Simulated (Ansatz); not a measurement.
Predict the output of the script below (Ansatz's Python interface).

`x2c_ash3.py`
```python
"""Scalar relativity in AsH3."""

import ansatz as az
from ase import Atoms
import numpy as np

atoms = Atoms(["As", "H", "H", "H"], positions=[
    [-0.22182, 0.50373, -0.35727],
    [0.33966, 0.59413, 1.02703],
    [-1.01983, -0.68904, 0.06761],
    [0.90199, -0.40881, -0.73737],
])
system = az.Crystal.molecule_from_ase(atoms)

calculation = system.calculation()
calculation = calculation.functional("pbe0", dispersion="d4")
calculation = calculation.forces()
# a set contracted for a scalar-relativistic Hamiltonian goes with the relativistic run
sets = {"none": "cc-pVTZ", "scalar": "cc-pVTZ-DK"}
found = {kind: calculation.basis(gaussian=basis).pseudopotentials(relativity=kind).run(threads=1).report for kind, basis in sets.items()}
for kind, each in found.items():
    dipole = 4.803205 * np.linalg.norm(each["charge_distribution"]["dipole_moment_e_ang"])
    print(f"{kind:7s} E = {each['free_energy_ev']:.4f} eV  dipole {dipole:.3f} D  largest force component {np.abs(each['forces_ev_ang']).max():.4f} eV/A")
print(f"relativity lowers the total energy by {found['none']['free_energy_ev'] - found['scalar']['free_energy_ev']:.3f} eV")
```

```console
$ python x2c_ash3.py
none    E = -60883.4821 eV  dipole 0.373 D  largest force component 0.4697 eV/A
scalar  E = -61560.2836 eV  dipole 0.275 D  largest force component 0.4145 eV/A
relativity lowers the total energy by 676.802 eV
```

The total moves by -676.8 eV, nearly all in the cores, and the dipole from 0.37 to 0.28 D.

Notes:
- Total energies depend on the basis set; only differences at equal settings carry meaning.
- The geometry is a force-field or estimated start, not a minimum of this method. The basis set changes with the Hamiltonian (a set recontracted for scalar relativity), and most of the change in the total lies in the cores.
- The whole script took 3.2 s on 1 thread of Arm Neoverse V1, on a shared host, peak memory 0.2 GiB.
